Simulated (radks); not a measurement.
**Os in [Xe] 4f14 5d6 6s1 6p1: an all-electron calculation**

Aim: the levels, the sizes of the orbitals and the parts of the energy of neutral osmium.

Program: radks (a radial shooting solver on a logarithmic mesh, Libxc functionals) version 1. Level of theory: scalar-relativistic Kohn-Sham, PBEsol, spin-unpolarised, spherical densities, finite nucleus. These are calculated values, not measurements, unless marked.

### 1 Starting point

```
element            : osmium (Z = 76)
charge             : 0
electrons          : 76
configuration      : [Xe] 4f14 5d6 6s1 6p1
nuclear rms radius : 5.4126 fm
```

The outer shells:

Os
```
[Xe] core
4f [↑↓][↑↓][↑↓][↑↓][↑↓][↑↓][↑↓]
5d [↑↓][↑ ][↑ ][↑ ][↑ ]
6s [↑ ]
6p [↑ ][  ][  ]
```

### 2 The run

Settings of this run:

```text
Z 76
configuration [Xe] 4f14 5d6 6s1 6p1
relativity scalar-relativistic
functional pbe_sol,pbe_sol
spin unpolarised
nucleus finite rms 5.4126 fm
c 137.035999084
```

Run with:

```bash
$ python run_ks.py task.json out
```

All runs below come from this command, one after another.

**Question.** What will this run give?

As calculated:

```
                        quantity                value
                    total energy  -17245.5960 hartree
exchange-correlation share of it               1.93 %
                            −T/E               1.1078
          highest occupied level        6p, -2.117 eV
    most extended occupied level  6p, <r> = 4.33 bohr
 radius at density 0.001 e/bohr³            4.84 bohr
    maxima of the radial density                    4
```

**Reading.** The radial density shows 4 maxima for 6 occupied principal shells; where shells overlap, one shows as a shoulder or not at all. Relativity lifts −T/E to 1.108. This is not the tabulated ground configuration, so its levels and sizes aren't those of the ground state, and no measured value stands beside it.
